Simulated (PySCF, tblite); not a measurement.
# Si₁₉H₂₈: electronic excitations, NMR shifts

Aim: compute the electronic excitations, NMR shifts of Si₁₉H₂₈.

Programs: tblite 0.8.0 and PySCF 2.14.0, with routines of our own; each step states its level. All values are computed. Atoms count from 0.

## 1. The starting structure

47 atoms, charge 0, multiplicity 1; geometry from: force field, distance geometry or constructed start.

## 2. Relaxing the molecule with GFN2-xTB

Job settings and geometry (Å):

```
{"job": {"kind": "relax", "xc": "GFN2-xTB", "basis": "xTB"}, "charge": 0, "multiplicity": 1}
Si    -4.068300    -1.359600    -1.359400
Si    -1.361000    -1.355200     1.350900
Si    -2.710300    -2.717800     0.001000
Si    -1.358500     1.362200    -1.364000
Si    -2.716500    -0.001200    -2.712100
Si    -4.076500     1.357300     1.355200
Si    -2.715400     2.717200    -0.003300
Si    -2.712100     0.002700     2.717000
Si    -5.428300    -0.002100    -0.000400
Si     1.355000    -1.358600    -1.356200
Si     4.071100    -1.359000     1.355700
Si     2.713000    -2.717500    -0.000000
Si     4.069800     1.358500    -1.352800
Si     2.717700    -0.000600    -2.718200
Si     5.428800     0.005100     0.000200
Si     1.355900     1.358400     1.364100
Si     2.715900     2.717400     0.000900
Si     2.714400    -0.003400     2.714500
Si    -0.000600     0.001800     0.002500
H     -4.901800    -2.188200    -2.186400
H     -0.528700    -2.185300     2.190600
H     -1.885000    -3.545400    -0.831600
H     -3.543500    -3.542300     0.838000
H     -0.530600     2.184800    -2.190600
H     -1.883600    -0.828800    -3.546000
H     -3.553000     0.830500    -3.544400
H     -4.903900     2.191400     2.188400
H     -3.547500     3.547500    -0.830200
H     -1.883500     3.547300     0.829400
H     -3.545800    -0.831000     3.550300
H     -1.880500     0.832000     3.545800
H     -6.264300    -0.830100     0.831600
H     -6.263400     0.831500    -0.833300
H      0.528500    -2.190400    -2.185400
H      4.905800    -2.187300     2.185800
H      3.547400    -3.544700    -0.834300
H      1.883300    -3.546800     0.827300
H      4.905500     2.191600    -2.191700
H      3.548000    -0.835300    -3.547000
H      1.879300     0.834800    -3.545700
H      6.262300    -0.833700    -0.827600
H      6.268300     0.825800     0.835100
H      0.531300     2.190100     2.185500
H      1.886700     3.546400    -0.833200
H      3.543200     3.548600     0.833800
H      1.882200    -0.829800     3.543500
H      3.549300     0.831500     3.546300
```

Command:

```bash
$ OMP_NUM_THREADS=2 python large_run.py task.json out
```

One launch serves the whole session: the jobs run in the order shown.

The log of the run:

```text
step      E/eV     max force
  0   -1274.02416    1.133
  1   -1274.28780    0.480
  2   -1274.35772    0.153
  3   -1274.36562    0.148
  4   -1274.39085    0.205
  5   -1274.41389    0.281
  6   -1274.43500    0.231
  7   -1274.44507    0.123
  8   -1274.45121    0.129
  9   -1274.45753    0.114
 10   -1274.46318    0.109
 11   -1274.46682    0.119
 12   -1274.46910    0.096
 13   -1274.47083    0.059
 14   -1274.47224    0.051
 15   -1274.47327    0.053
 16   -1274.47393    0.047
 17   -1274.47443    0.036
 18   -1274.47493    0.032
 19   -1274.47545    0.041
 20   -1274.47589    0.043
 21   -1274.47621    0.031
 22   -1274.47645    0.034
 23   -1274.47667    0.033
 24   -1274.47689    0.031
 25   -1274.47712    0.031
 26   -1274.47741    0.041
 27   -1274.47779    0.046
 28   -1274.47818    0.044
 29   -1274.47847    0.029
 30   -1274.47862    0.018
```

It took 4.6 s on 2 threads of Arm Neoverse N1, shared host; peak memory 0.16 GiB.

Step by step:

| step | energy from step 0 (eV) | largest force (eV/Å) |
| --- | --- | --- |
| 0 | 0.0000 | 1.1332 |
| 1 | -0.2636 | 0.4802 |
| 2 | -0.3336 | 0.1538 |
| 3 | -0.3415 | 0.1476 |
| 4 | -0.3667 | 0.2052 |
| 5 | -0.3897 | 0.2813 |
| 6 | -0.4108 | 0.2311 |
| 7 | -0.4209 | 0.1234 |
| 8 | -0.4271 | 0.1282 |
| 9 | -0.4334 | 0.1149 |
| 11 | -0.4427 | 0.1191 |
| 12 | -0.4449 | 0.0960 |
| 14 | -0.4481 | 0.0499 |
| 16 | -0.4498 | 0.0467 |
| 17 | -0.4503 | 0.0357 |
| 19 | -0.4513 | 0.0413 |
| 21 | -0.4521 | 0.0316 |
| 22 | -0.4523 | 0.0336 |
| 24 | -0.4527 | 0.0306 |
| 26 | -0.4533 | 0.0410 |
| 27 | -0.4536 | 0.0457 |
| 28 | -0.4540 | 0.0442 |
| 29 | -0.4543 | 0.0297 |
| 30 | -0.4545 | 0.0179 |

Distances of close pairs at the start and the end, largest changes first:

| bond | before (Å) | after (Å) | change (Å) |
| --- | --- | --- | --- |
| Si3–H23 | 1.430 | 1.477 | +0.047 |
| Si15–H42 | 1.431 | 1.477 | +0.046 |
| Si9–H33 | 1.436 | 1.477 | +0.041 |
| Si0–H19 | 1.437 | 1.475 | +0.038 |
| Si10–H34 | 1.439 | 1.475 | +0.036 |
| Si5–H26 | 1.440 | 1.475 | +0.035 |
| Si2–H21 | 1.435 | 1.468 | +0.033 |
| Si6–H27 | 1.437 | 1.470 | +0.033 |

The end geometry stands in the next job.

## 3. Electronic excitations: TDDFT PBE0/6-31G*

Job settings and geometry (Å):

```
{"job": {"kind": "uv", "basis": "6-31G*", "grid": 1, "kgrid": 0, "vcut": 1.5, "nstates": 6, "ntriplets": 2, "tda": false, "delta": ["ip_vertical"], "pop": true, "xc": "PBE0"}, "charge": 0, "multiplicity": 1}
Si    -4.091672    -1.366781    -1.365527
Si    -1.422460    -1.340513     1.342326
Si    -2.746232    -2.712335    -0.005327
Si    -1.424026     1.342481    -1.342300
Si    -2.747969    -0.007596    -2.712557
Si    -4.092501     1.366811     1.365766
Si    -2.747762     2.713647     0.006372
Si    -2.746897     0.009430     2.712753
Si    -5.417567     0.000399     0.000750
Si     1.422656    -1.341163    -1.341743
Si     4.091309    -1.366666     1.366263
Si     2.746849    -2.712797     0.006260
Si     4.092794     1.366700    -1.365681
Si     2.747552     0.008243    -2.712376
Si     5.418106    -0.000060    -0.000299
Si     1.423239     1.342118     1.341781
Si     2.748038     2.713629    -0.007608
Si     2.746735    -0.007029     2.712570
Si     0.000264     0.000887    -0.000089
H     -4.959867    -2.211450    -2.207968
H     -0.505033    -2.158458     2.160969
H     -1.885947    -3.597179    -0.800332
H     -3.564617    -3.650885     0.775566
H     -0.507158     2.160623    -2.161484
H     -1.888390    -0.802740    -3.597747
H     -3.567381     0.773266    -3.650043
H     -4.960633     2.210061     2.208921
H     -3.565990     3.652192    -0.774765
H     -1.886896     3.597484     0.802046
H     -3.564286    -0.771242     3.652536
H     -1.885990     0.806029     3.595784
H     -6.331579    -0.813078     0.813982
H     -6.330771     0.813092    -0.814182
H      0.505518    -2.159017    -2.161081
H      4.959252    -2.210431     2.209899
H      3.565463    -3.650563    -0.775296
H      1.886812    -3.597537     0.801598
H      4.961310     2.209314    -2.208810
H      3.565282    -0.772756    -3.651680
H      1.887252     0.804088    -3.596797
H      6.330929    -0.814578    -0.814319
H      6.331947     0.813041     0.813939
H      0.506493     2.161141     2.160515
H      1.886803     3.597091    -0.803590
H      3.566211     3.652497     0.773517
H      1.885844    -0.803030     3.595742
H      3.565112     0.773361     3.651344
```

Level: TDDFT PBE0/6-31G*, vertical, gas phase, core orbitals frozen in the response, virtual orbitals cut by energy.

The log of the run:

```text
start: PBE on a coarse grid of 45521 points
cycle   1  E = -5514.5392620767  dE =  8.318e-01  |g| = 2.702e-01  |ddm| = 6.595e+00
cycle   2  E = -5514.5550477719  dE = -1.579e-02  |g| = 1.752e-01  |ddm| = 8.102e-01
cycle   3  E = -5514.5600944259  dE = -5.047e-03  |g| = 1.382e-01  |ddm| = 6.471e-01
cycle   4  E = -5514.5677552749  dE = -7.661e-03  |g| = 1.936e-02  |ddm| = 3.026e-01
cycle   5  E = -5514.5678583135  dE = -1.030e-04  |g| = 1.214e-02  |ddm| = 6.776e-02
cycle   6  E = -5514.5679171513  dE = -5.884e-05  |g| = 1.286e-03  |ddm| = 2.813e-02
final grid: 175683 points
cycle   7  E = -5514.7563589205  dE = -1.240e-02  |g| = 3.035e-02  |ddm| = 4.644e-01
cycle   8  E = -5514.7562267078  dE =  1.322e-04  |g| = 3.487e-02  |ddm| = 1.587e-01
cycle   9  E = -5514.7567080074  dE = -4.813e-04  |g| = 6.799e-03  |ddm| = 8.792e-02
cycle  10  E = -5514.7567240333  dE = -1.603e-05  |g| = 3.177e-03  |ddm| = 1.888e-02
cycle  11  E = -5514.7567262285  dE = -2.195e-06  |g| = 3.507e-04  |ddm| = 7.339e-03
cycle  12  E = -5514.7567275197  dE = -1.291e-06  |g| = 1.341e-04  |ddm| = 1.109e-03
cycle  13  E = -5514.7567263134  dE =  1.206e-06  |g| = 2.080e-05  |ddm| = 2.988e-04
converged SCF energy = -5514.7567263134
Vertical ionisation energy (delta-SCF) = 8.3639 eV   <S^2> = 0.754

Static polarisability (au): isotropic 507.231, principal 455.211 455.285 611.197

Singlet excitations
state   eV       nm        f      main configurations
  1   5.1205    242.1   0.02255   H->L 0.96
  2   5.1225    242.0   0.01975   H-1->L 0.85
  3   5.1240    242.0   0.00281   H->L+2 0.42, H-1->L+1 0.41, H-1->L 0.11
  4   5.2224    237.4   0.00007   H->L+1 0.52, H-1->L+2 0.47
  5   5.2279    237.2   0.00000   H-1->L+1 0.49, H->L+2 0.48
  6   5.2528    236.0   0.01736   H-2->L 0.58, H-1->L+2 0.22, H->L+1 0.17

Triplet excitations (Tamm-Dancoff, eV): 4.7238 4.7480
```

Wall time 6.8 min (2 threads of Arm Neoverse N1, shared host); peak memory 1.7 GiB.

Frontier orbitals and where they lie:

| orbital | eV | atoms |
| --- | --- | --- |
| HOMO−4 | -7.83 | Si0 12 %, Si5 12 %, Si14 8 % |
| HOMO−3 | -7.75 | Si15 6 %, Si9 6 %, Si3 6 % |
| HOMO−2 | -7.50 | Si18 21 %, Si3 10 %, Si15 10 % |
| HOMO−1 | -7.31 | Si18 19 %, Si9 15 %, Si15 15 % |
| HOMO | -7.31 | Si18 19 %, Si1 15 %, Si3 15 % |
| LUMO | -1.26 | Si18 14 %, Si3 9 %, Si15 9 % |
| LUMO+1 | -1.17 | Si18 18 %, Si1 10 %, Si3 10 % |
| LUMO+2 | -1.17 | Si18 18 %, Si9 10 %, Si15 10 % |
| LUMO+3 | -0.76 | Si9 9 %, Si15 9 %, Si1 9 % |

With each of the 6 states as a Gaussian band of 0.4 eV half-width at 1/e, the curve within the window shown has maxima at 240 nm (ε 2,500) L/(mol cm). Beyond the last state computed it falls off for lack of states. The curve at chosen wavelengths:

```json
{"nm": "223", "ε (L/mol/cm)": "973"}
{"nm": "225", "ε (L/mol/cm)": "1210"}
{"nm": "227", "ε (L/mol/cm)": "1458"}
{"nm": "229", "ε (L/mol/cm)": "1703"}
{"nm": "231", "ε (L/mol/cm)": "1934"}
{"nm": "233", "ε (L/mol/cm)": "2135"}
{"nm": "235", "ε (L/mol/cm)": "2297"}
{"nm": "237", "ε (L/mol/cm)": "2410"}
{"nm": "239", "ε (L/mol/cm)": "2470"}
{"nm": "241", "ε (L/mol/cm)": "2474"}
{"nm": "243", "ε (L/mol/cm)": "2425"}
{"nm": "245", "ε (L/mol/cm)": "2329"}
{"nm": "247", "ε (L/mol/cm)": "2193"}
{"nm": "249", "ε (L/mol/cm)": "2027"}
{"nm": "251", "ε (L/mol/cm)": "1840"}
{"nm": "253", "ε (L/mol/cm)": "1643"}
{"nm": "255", "ε (L/mol/cm)": "1443"}
{"nm": "257", "ε (L/mol/cm)": "1248"}
{"nm": "259", "ε (L/mol/cm)": "1064"}
{"nm": "261", "ε (L/mol/cm)": "895"}
{"nm": "263", "ε (L/mol/cm)": "742"}
{"nm": "265", "ε (L/mol/cm)": "608"}
{"nm": "267", "ε (L/mol/cm)": "492"}
{"nm": "269", "ε (L/mol/cm)": "394"}
{"nm": "271", "ε (L/mol/cm)": "312"}
{"nm": "273", "ε (L/mol/cm)": "244"}
```

Leading natural transition orbitals of singlet state 1: the hole lies on Si18 21 %; Si1, Si3 about 12 % each; the particle on Si18 11 %; 4 Si atoms about 8 % each.

Ground-state properties from the same run:

| property | computed |
| --- | --- |
| dipole moment (D) | 0.01 |
| polarisability (Å³) | 75.16 |
| HOMO–LUMO gap (eV) | 6.04 |
| −ε(HOMO) (eV) | 7.31 |

The fields below are evaluated on a grid from the run's orbitals.

Frontier orbitals at PBE0/6-31G*, with the share of their density that lies nearest to each atom:

| orbital | energy (eV) | lies on |
| --- | --- | --- |
| HOMO | -7.31 | Si18 19 %; Si1, Si3 about 12 % each |
| LUMO | -1.26 | Si18 11 %; 4 Si atoms about 8 % each |

ELF in a plane through or near 7 of the atoms.

Ten even steps from '0' (0.00) to '9' (1.00):
```
0000000000000000000000000000
0000000000000000000000000000
0000000000362000003740000000
0000000012999000128994000000
0000000134999000239994000000
0000000241384001412850000000
0000002690030004820310000000
0001125588421145785311488200
0003548842014578530044799400
0003432820025227400051287100
0016821500047225200272243000
0039965511358656312388465000
0016522365774323566754233000
0000000345262002514430000000
0000000346362001514430000000
0000000584796003756971000000
0000000463586002535881000000
0000000000020000000310000000
0000000000000000000000000000
0000000000000000000000000000
```
The map spans 17.9 Å across and 12.6 Å up, centred on the molecule. Atoms in the plane (x, y in Å): Si2 (2.7, -2.7), Si8 (5.4, 0.0), Si11 (-2.7, -2.7), Si14 (-5.4, 0.0), Si18 (0.0, 0.0), H27 (3.6, 3.7), H43 (-1.9, 3.7).

On the surface of density 0.002 e/bohr³ the electrostatic potential runs, from the 1st to the 99th percentile, from 0.06 to 0.95 V.

## 4. NMR shifts: GIAO KT3/pcSseg-1

The job, as its differences from that of step 3:

```diff
@@ -1,2 +1,2 @@
-{"job": {"kind": "uv", "basis": "6-31G*", "grid": 1, "kgrid": 0, "vcut": 1.5, "nstates": 6, "ntriplets": 2, "tda": false, "delta": ["ip_vertical"], "pop": true, "xc": "PBE0"}, "charge": 0, "multiplicity": 1}
+{"job": {"kind": "nmr", "xc": "KT3", "basis": "pcSseg-1", "pop": false}, "charge": 0, "multiplicity": 1}
 Si    -4.091672    -1.366781    -1.365527
```

With the program's defaults for keys left out, this is: GIAO KT3/pcSseg-1 NMR shielding, non-relativistic, gas phase.

The log of the run:

```text
start: PBE on a coarse grid of 45521 points
cycle   1  E = -5514.2195756924  dE =  7.470e-01  |g| = 3.646e-01  |ddm| = 6.970e+00
cycle   2  E = -5514.2313801691  dE = -1.180e-02  |g| = 2.868e-01  |ddm| = 9.672e-01
cycle   3  E = -5514.2450492050  dE = -1.367e-02  |g| = 1.783e-01  |ddm| = 8.965e-01
cycle   4  E = -5514.2574364227  dE = -1.239e-02  |g| = 2.627e-02  |ddm| = 4.315e-01
cycle   5  E = -5514.2575972219  dE = -1.608e-04  |g| = 1.720e-02  |ddm| = 9.672e-02
cycle   6  E = -5514.2577173148  dE = -1.201e-04  |g| = 2.417e-03  |ddm| = 3.959e-02
final grid: 341556 points
cycle   7  E = -5561.3498676253  dE = -1.029e-01  |g| = 5.239e-01  |ddm| = 1.349e+00
cycle   8  E = -5561.3605847560  dE = -1.072e-02  |g| = 2.456e-01  |ddm| = 6.481e-01
cycle   9  E = -5561.3643114075  dE = -3.727e-03  |g| = 3.135e-02  |ddm| = 2.530e-01
cycle  10  E = -5561.3646772174  dE = -3.658e-04  |g| = 8.507e-03  |ddm| = 7.399e-02
cycle  11  E = -5561.3647060055  dE = -2.879e-05  |g| = 2.042e-03  |ddm| = 2.473e-02
cycle  12  E = -5561.3647031929  dE =  2.813e-06  |g| = 9.797e-04  |ddm| = 6.363e-03
cycle  13  E = -5561.3647018153  dE =  1.378e-06  |g| = 2.073e-04  |ddm| = 2.582e-03
cycle  14  E = -5561.3646997575  dE =  2.058e-06  |g| = 4.561e-05  |ddm| = 5.054e-04
converged SCF energy = -5561.3646997575

GIAO shielding tensors (ppm)
atom      isotropic    diamagn.    paramagn.     s11        s22        s33       span
  0 Si     483.501     884.000    -400.499    476.596    480.060    493.848     17.253
  1 Si     473.971     884.006    -410.035    455.654    481.149    485.109     29.456
  2 Si     467.156     883.678    -416.522    448.716    461.313    491.440     42.724
  3 Si     473.887     884.004    -410.117    455.566    481.072    485.024     29.458
  4 Si     467.145     883.676    -416.531    448.844    461.293    491.298     42.453
  5 Si     483.651     884.005    -400.354    476.825    480.167    493.960     17.135
  6 Si     467.117     883.678    -416.561    448.793    461.301    491.255     42.462
  7 Si     467.139     883.679    -416.540    448.795    461.301    491.321     42.525
  8 Si     465.909     882.788    -416.879    452.585    458.578    486.564     33.980
  9 Si     473.931     884.004    -410.073    455.657    481.074    485.062     29.405
 10 Si     483.472     883.998    -400.526    476.612    480.043    493.761     17.149
 11 Si     467.127     883.679    -416.552    448.817    461.288    491.276     42.459
 12 Si     483.617     884.007    -400.390    476.822    480.121    493.908     17.085
 13 Si     467.101     883.676    -416.575    448.670    461.258    491.375     42.705
 14 Si     465.799     882.789    -416.990    452.542    458.477    486.378     33.836
 15 Si     473.936     884.004    -410.068    455.682    481.075    485.051     29.369
 16 Si     467.077     883.677    -416.600    448.775    461.239    491.218     42.443
 17 Si     467.177     883.684    -416.507    448.932    461.312    491.287     42.356
 18 Si     462.924     883.555    -420.631    437.754    475.492    475.525     37.771
 19 H       27.931      30.427      -2.496     23.688     24.075     36.030     12.342
 20 H       27.644      32.795      -5.151     22.698     26.811     33.423     10.725
 21 H       27.815      31.509      -3.695     23.479     27.003     32.962      9.484
 22 H       27.915      31.185      -3.269     23.990     24.814     34.942     10.952
 23 H       27.643      32.791      -5.149     22.697     26.808     33.422     10.725
 24 H       27.815      31.506      -3.690     23.480     26.999     32.968      9.488
 25 H       27.917      31.185      -3.268     23.992     24.814     34.944     10.952
 26 H       27.936      30.427      -2.490     23.689     24.082     36.039     12.351
 27 H       27.914      31.181      -3.267     23.988     24.811     34.944     10.956
 28 H       27.813      31.506      -3.693     23.479     27.002     32.958      9.479
 29 H       27.914      31.181      -3.268     23.987     24.812     34.943     10.956
 30 H       27.813      31.507      -3.695     23.477     27.004     32.956      9.479
 31 H       27.924      29.937      -2.012     24.411     24.591     34.771     10.360
 32 H       27.925      29.938      -2.013     24.415     24.592     34.768     10.353
 33 H       27.642      32.791      -5.148     22.697     26.809     33.420     10.723
 34 H       27.930      30.423      -2.493     23.687     24.075     36.027     12.340
 35 H       27.915      31.187      -3.271     23.991     24.813     34.942     10.951
 36 H       27.814      31.508      -3.695     23.478     27.000     32.963      9.485
 37 H       27.938      30.431      -2.493     23.689     24.083     36.041     12.351
 38 H       27.913      31.182      -3.268     23.988     24.811     34.941     10.953
 39 H       27.812      31.505      -3.693     23.478     27.000     32.958      9.481
 40 H       27.920      29.937      -2.017     24.412     24.588     34.761     10.349
 41 H       27.920      29.936      -2.016     24.410     24.588     34.762     10.353
 42 H       27.641      32.789      -5.148     22.697     26.808     33.419     10.722
 43 H       27.811      31.505      -3.694     23.477     27.001     32.954      9.477
 44 H       27.911      31.181      -3.269     23.986     24.810     34.939     10.953
 45 H       27.815      31.513      -3.698     23.479     27.006     32.960      9.481
 46 H       27.917      31.189      -3.272     23.990     24.815     34.946     10.957
```

It took 70 s on 2 threads of Arm Neoverse N1, shared host; peak memory 1.2 GiB.

The references, computed at this level on geometries of the same kind, shield at (ppm): 1H TMS 31.76, 29Si TMS 361.7. Their shielding less the atom's gives the shift. The references are single molecules in the gas phase. Atoms listed in one row are averaged.

| atoms | environment | σ (ppm) | δ (ppm) |
| --- | --- | --- | --- |
| H20, H23, H33, H42 | hydrogen on a silicon bonded to 3 Si | 27.64 | 4.12 |
| H21, H24, H28, H30, H36 and 3 more | hydrogen on a silicon bonded to 2 Si | 27.81 | 3.95 |
| H22, H25, H27, H29, H35 and 3 more | hydrogen on a silicon bonded to 2 Si | 27.91 | 3.85 |
| H31, H32, H40, H41 | hydrogen on a silicon bonded to 2 Si | 27.92 | 3.84 |
| H19, H26, H34, H37 | hydrogen on a silicon bonded to 3 Si | 27.93 | 3.83 |
| Si18 | silicon bonded to 4 Si | 462.9 | -101.3 |
| Si8, Si14 | silicon bonded to 2 Si, 2 H | 465.9 | -104.2 |
| Si2, Si4, Si6, Si7, Si11 and 3 more | silicon bonded to 2 Si, 2 H | 467.1 | -105.5 |
| Si1, Si3, Si9, Si15 | silicon bonded to 3 Si, H | 473.9 | -112.3 |
| Si0, Si5, Si10, Si12 | silicon bonded to 3 Si, H | 483.6 | -121.9 |

Ring of atoms Si0, Si1, Si2, Si3, Si4, Si18: NICS(0) -2.4, NICS(1) -1.9, NICS(1)zz 2.0 ppm (means of both faces).

Ring of atoms Si0, Si1, Si2, Si5, Si7, Si8: NICS(0) -2.2, NICS(1) -1.9, NICS(1)zz 1.6 ppm (means of both faces).

## 5. What came out

| quantity | value |
| --- | --- |
| lowest singlet (PBE0/6-31G*) | 5.12 eV (242 nm), f = 0.023 |
| lowest triplet | 4.72 eV |
| vertical ionisation energy (ΔSCF) | 8.36 eV |
| surface potential, 1st and 99th percentile | 0.06 V and 0.95 V |
| 1H shifts against TMS (KT3/pcSseg-1, means over atoms taken as alike) | 4.12, 3.95, 3.85, 3.84, 3.83 ppm |
| 29Si shifts against TMS (KT3/pcSseg-1, means over atoms taken as alike) | -101.3, -104.2, -105.5, -112.3, -121.9 ppm |

**Reading.** The lowest singlet, at 5.12 eV, is HOMO→LUMO 0.96 and is weak; of the 6 states computed, the strongest absorption comes from states 1 to 3 together at 5.12 eV. The lowest triplet lies 0.40 eV below the lowest singlet (triplets in Tamm-Dancoff, singlets in full TDDFT). ΔSCF puts the ionisation energy at 8.36 eV, 1.06 eV above −ε(HOMO). At KT3/pcSseg-1: The widest tensor belongs to Si2, Si4, Si6, Si7, Si11 and 3 more: span 43 ppm, with a paramagnetic part of -417 ppm.
